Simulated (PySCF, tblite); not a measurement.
**C₄H₆BF₃: geometry, infrared bands and NMR shifts**

What infrared bands and NMR shifts should C₄H₆BF₃ (`C/C(=C\CF)B(F)F`) show?

Computed with tblite 0.8.0 and PySCF 2.14.0, with density-fitted response routines of our own, on a single molecule in the gas phase. Atoms count from 0, in the outputs and in this text.

**1. The starting structure**

14 atoms, charge 0, multiplicity 1; geometry from: force field or distance geometry start.

Bonds of the start (Å): C0–C1 1.50, C1–C2 1.37, C2–C3 1.50, C3–F4 1.39, C1–B5 1.58, B5–F6 1.44, B5–F7 1.44, C0–H8 1.11, C0–H9 1.12, C0–H10 1.10, C2–H11 1.09, C3–H12 1.09, C3–H13 1.11.

**2. Relaxing the molecule with GFN2-xTB**

The job: settings as JSON, then the geometry in Å.

```
{"job": {"kind": "relax", "xc": "GFN2-xTB", "basis": "xTB"}, "charge": 0, "multiplicity": 1}
C     -0.562000     1.292500    -0.507700
C     -0.568700    -0.153900    -0.108000
C      0.568300    -0.763100     0.353900
C      1.875500    -0.038600     0.471600
F      2.833800    -0.919100     0.971000
B     -1.907100    -0.994500    -0.201600
F     -1.928300    -2.384700     0.180600
F     -3.112200    -0.370800    -0.671700
H     -0.275000     1.928800     0.356300
H     -1.578300     1.623100    -0.845200
H      0.140900     1.455700    -1.342600
H      0.529200    -1.811400     0.639200
H      2.199200     0.331300    -0.501500
H      1.784100     0.804300     1.183700
```

Command:

```sh
$ OMP_NUM_THREADS=1 python probes_run.py task.json out
```

One launch serves the whole session: the jobs run in the order shown.

**Question.** This job is followed by: GFN2-xTB harmonic vibrations, gas phase; GIAO PBE0/pcSseg-1 NMR shielding, non-relativistic, gas phase. What will the session give for the following? strongest single infrared mode (GFN2-xTB); zero-point energy (GFN2-xTB); 13C shifts against TMS (PBE0/pcSseg-1); 1H shifts against TMS (PBE0/pcSseg-1, means over atoms taken as alike); 19F shifts against CFCl3 (PBE0/pcSseg-1, means over atoms taken as alike); 11B shifts against BF3·OEt2 (PBE0/pcSseg-1).

**Answer**, as computed:

| quantity | value |
| --- | --- |
| strongest single infrared mode (GFN2-xTB) | 1268 cm⁻¹, 354 km/mol |
| zero-point energy (GFN2-xTB) | 61.3 kcal/mol |
| 13C shifts against TMS (PBE0/pcSseg-1) | 167.2, 130.9, 86.3, 14.5 ppm |
| 1H shifts against TMS (PBE0/pcSseg-1, means over atoms taken as alike) | 7.56, 5.52, 1.67 ppm |
| 19F shifts against CFCl3 (PBE0/pcSseg-1, means over atoms taken as alike) | -94.3, -259.0 ppm |
| 11B shifts against BF3·OEt2 (PBE0/pcSseg-1) | 22.4 ppm |

In words: The optimisation took 13 steps and gained 0.609 eV; among the close pairs (by a distance rule), B5–F6 changed most, from 1.442 to 1.320 Å. All 36 modes are real, so the xTB geometry is a minimum. The strongest single mode, at 1268 cm⁻¹, moves mainly B5. GFN2-xTB is a fitted tight-binding method: band positions and strengths are rough. Its intensities can rank the bands wrongly. The most deshielded hydrogen is H11 (hydrogen on an alkene CH), at 7.56 ppm: attached to an sp2 carbon and in the plane of the double bond. At PBE0/pcSseg-1: The widest tensor belongs to F6, F7: span 285 ppm, with a paramagnetic part of -203 ppm.
